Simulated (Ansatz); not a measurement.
# CH5FGe: the cost of one run

Method: RKS r2SCANh/def2-SVP, in Ansatz 0.2.0.

## (1) The starting structure

Bond lengths: Ge1–C2 2.160 Å, C2–H3 1.110 Å, C2–H4 1.110 Å, C2–H5 1.110 Å, Ge1–H6 1.750 Å, Ge1–F7 1.679 Å, Ge1–H8 1.549 Å. Angles: Ge1–C2–H3 76.0°, Ge1–C2–H4 132.1°, Ge1–C2–H5 113.2°, H3–C2–H4 109.4°, H3–C2–H5 109.4°, H4–C2–H5 109.4°, C2–Ge1–H6 44.4°, C2–Ge1–F7 122.9°, C2–Ge1–H8 122.9°, H6–Ge1–F7 121.6°, H6–Ge1–H8 121.6°, F7–Ge1–H8 109.5°.

Coordinates:

```xyz
8

Ge    0.0000    0.0000    0.0000
C     1.2381    0.0000    1.7699
H     0.2385   -0.3092    2.1404
H     2.0057   -0.7111    2.1404
H     1.4701    1.0203    2.1404
H     1.7201    0.0000    0.3225
F    -0.7913    1.3709   -0.5594
H    -0.7300   -1.2648   -0.5162
```

## (2) Pulling towards end A

Springs on the bonds that form and break draw the guess towards this end; the thresholds are loose.

input.yaml

```yaml
crystal:
  periodic: [false, false, false]
  atoms:
    - { symbol: Ge, position_ang: [0.0, 0.0, 0.0] }
    - { symbol: C, position_ang: [1.2381, 0.0, 1.7699] }
    - { symbol: H, position_ang: [0.2385, -0.3092, 2.1404] }
    - { symbol: H, position_ang: [2.0057, -0.7111, 2.1404] }
    - { symbol: H, position_ang: [1.4701, 1.0203, 2.1404] }
    - { symbol: H, position_ang: [1.7201, 0.0, 0.3225] }
    - { symbol: F, position_ang: [-0.7913, 1.3709, -0.5594] }
    - { symbol: H, position_ang: [-0.73, -1.2648, -0.5162] }
basis:
  gaussian: { orbitals: def2-SVP }
hamiltonian:
  xc: r2scanh
relax:
  f_tol: 0.15
  max_steps: 25
  restrain:
    - { distance: [1, 5], at: 2.31, k: 30.0 }
    - { distance: [0, 1], at: 1.96, k: 30.0 }
    - { distance: [0, 5], at: 1.55, k: 30.0 }
output:
  orbitals: {}
```

On the command line:

```bash
ansatz run input.yaml --threads 2 --pin off --max-ram 3072MiB --backend cpu --events-out ev --progress --plain --runs-dir out
```

**Question.** How long does this run take on 2 threads of Arm Neoverse V1, shared host, and how much memory does it need?

About 24 s, with a peak of 0.18 GiB.
